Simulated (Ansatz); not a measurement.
**CH₈O₄Si₂: up Jacob's ladder to CCSD(T)**

The task here is to estimate one member of a computed series from the others.

Method: functionals in def2-TZVPP, the program's frozen cores in correlated methods; program: Ansatz 0.2.0, Gaussian basis.

The runs, in order: PBE-D4, r2SCAN-D4, PBE0-D4, B3LYP-D4, ωB97X-V, ωB97M-V, B2PLYP; CCSD(T)/def2-TZVPP; MP2/def2-QZVPP; extrapolation to the limit.

### Structure used throughout

All runs share one geometry, relaxed beforehand with PBE0-D4 in a triple-zeta def2 set.

SMILES `CO[SiH](O)O[SiH2]O`, 15 atoms, charge 0, spin multiplicity 1.

Atoms are counted from 1 here; the program's logs count them from 0.

Bond lengths: C1–O2 1.411 Å, C1–H8 1.091 Å, C1–H9 1.096 Å, C1–H10 1.094 Å, O2–Si3 1.631 Å, Si3–O4 1.628 Å, Si3–O5 1.630 Å, Si3–H11 1.473 Å, O4–H12 0.958 Å, O5–Si6 1.630 Å, Si6–O7 1.642 Å, Si6–H13 1.479 Å, Si6–H14 1.482 Å, O7–H15 0.958 Å. Angles: O2–C1–H8 108.1°, O2–C1–H9 111.3°, O2–C1–H10 111.3°, H8–C1–H9 108.3°, H8–C1–H10 108.8°, H9–C1–H10 108.9°, C1–O2–Si3 125.3°, O2–Si3–O4 106.6°, O2–Si3–O5 110.5°, O2–Si3–H11 112.9°, O4–Si3–O5 112.2°, O4–Si3–H11 108.5°, O5–Si3–H11 106.2°, Si3–O4–H12 117.1°, Si3–O5–Si6 145.9°, O5–Si6–O7 111.5°, O5–Si6–H13 110.4°, O5–Si6–H14 106.9° and more.

The first run:

in.yaml

```yaml
crystal:
  periodic: [false, false, false]
  atoms:
    - {symbol: C, position_ang: [-0.268735, 2.038917, -0.525597]}
    - {symbol: O, position_ang: [-0.869783, 0.908785, -1.119688]}
    - {symbol: Si, position_ang: [-1.410468, -0.404102, -0.316525]}
    - {symbol: O, position_ang: [-1.844928, -1.493789, -1.445312]}
    - {symbol: O, position_ang: [-0.256823, -0.978588, 0.681636]}
    - {symbol: Si, position_ang: [1.311719, -1.394180, 0.833746]}
    - {symbol: O, position_ang: [2.241404, -0.101165, 1.234076]}
    - {symbol: H, position_ang: [-0.046336, 2.758985, -1.314392]}
    - {symbol: H, position_ang: [-0.941547, 2.515061, 0.196239]}
    - {symbol: H, position_ang: [0.664040, 1.772890, -0.018844]}
    - {symbol: H, position_ang: [-2.580875, -0.115942, 0.530358]}
    - {symbol: H, position_ang: [-1.447721, -1.404552, -2.312969]}
    - {symbol: H, position_ang: [1.846169, -1.871367, -0.460379]}
    - {symbol: H, position_ang: [1.383988, -2.428309, 1.893494]}
    - {symbol: H, position_ang: [2.219905, 0.197345, 2.144177]}
basis:
  gaussian: {orbitals: def2-TZVPP}
hamiltonian: {xc: pbe, dispersion: d4}
output: {forces: true, orbitals: {seedname: orbitals}}
```

Command:

```console
> ansatz run in.yaml --threads 2 --pin off --events-out ev --progress --plain --max-ram 22528MiB --backend cuda --devices 0, --max-vram 18GiB
```

Steps of the session up to this table: PBE-D4 (GGA); r2SCAN-D4 (meta-GGA); PBE0-D4 (hybrid); B3LYP-D4 (hybrid); ωB97X-V (range-separated); ωB97M-V (range-separated); B2PLYP (double hybrid); CCSD(T) in def2-TZVPP; MP2 in def2-QZVPP.

One table of the session follows, with a row left open; its other results are not shown here.

It belongs to the step «Atomisation energies». 

| method | atomisation energy (kJ/mol) |
| --- | --- |
| PBE-D4 | 5944.7 |
| r2SCAN-D4 | 5910.2 |
| PBE0-D4 | 5834.7 |
| B3LYP-D4 | 5884.6 |
| ωB97X-V | ? |
| ωB97M-V | 5926.4 |
| B2PLYP | 5842.7 |
| HF/def2-TZVPP | 4285.6 |
| MP2/def2-TZVPP | 5900.1 |
| CCSD/def2-TZVPP | 5684.6 |
| CCSD(T)/def2-TZVPP | 5765.7 |
| MP2/CBS | 6076.9 |
| CCSD(T)/CBS | 5942.6 |

**Question.** Estimate the row for ωB97X-V.

As computed: atomisation energy (kJ/mol): 5924.0. In the column «atomisation energy (kJ/mol)» it lies between r2SCAN-D4 (5910.2) and ωB97M-V (5926.4).
